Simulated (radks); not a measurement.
# The Coulomb parameter U of the 4d shell of Nb

One table from this session's results is given with a row withheld; the runs are named, their logs left out.

Method: Dirac Kohn-Sham, PBEsol, spin-unpolarised, spherical densities, finite nucleus; open shells are shared between the two j in proportion to 2j + 1. Code: radks (a radial shooting solver on a logarithmic mesh, Libxc functionals) version 1.

### The atom as given

| Property | Result |
| --- | --- |
| element | niobium (Z = 41) |
| charge | 0 |
| electrons | 41 |
| configuration | [Kr] 4d2.5 5s1 5p1.5 |
| nuclear rms radius | 4.324 fm |

The first run:

Input:

```text
Z 41
configuration [Kr] 4d2.5 5s1 5p1.5
relativity Dirac
functional pbe_sol,pbe_sol
spin unpolarised
j_filling average
nucleus finite rms 4.324 fm
c 137.035999084
```

Steps of the session up to this table: Start: [Kr] 4d2.5 5s1 5p1.5.

One of the session's tables, all rows but one given; the rest of the session is left out.

It belongs to the step «Start: [Kr] 4d2.5 5s1 5p1.5». From the orbitals of this run (lengths in bohr):

```
level    <r>  outermost maximum (interpolated)  90 % within  nodes
4s1/2  1.152                              1.03         1.68      3
4p1/2  1.267                              1.10         1.88      2
4p3/2  1.297                              1.13         1.92      2
4d3/2  1.912                              1.43         3.08      1
4d5/2  1.932                              1.45         3.11      1
5s1/2  3.370                              2.88         4.98      4
5p1/2      ?                                 ?            ?      ?
5p3/2  4.496                              3.72         6.77      3
```

Q: Estimate the row for 5p1/2 from the others.

**Answer.** <r>: 4.385; outermost maximum (interpolated): 3.63; 90 % within: 6.61; nodes: 3. In the column «<r>» it lies between 5s1/2 (3.370) and 5p3/2 (4.496).
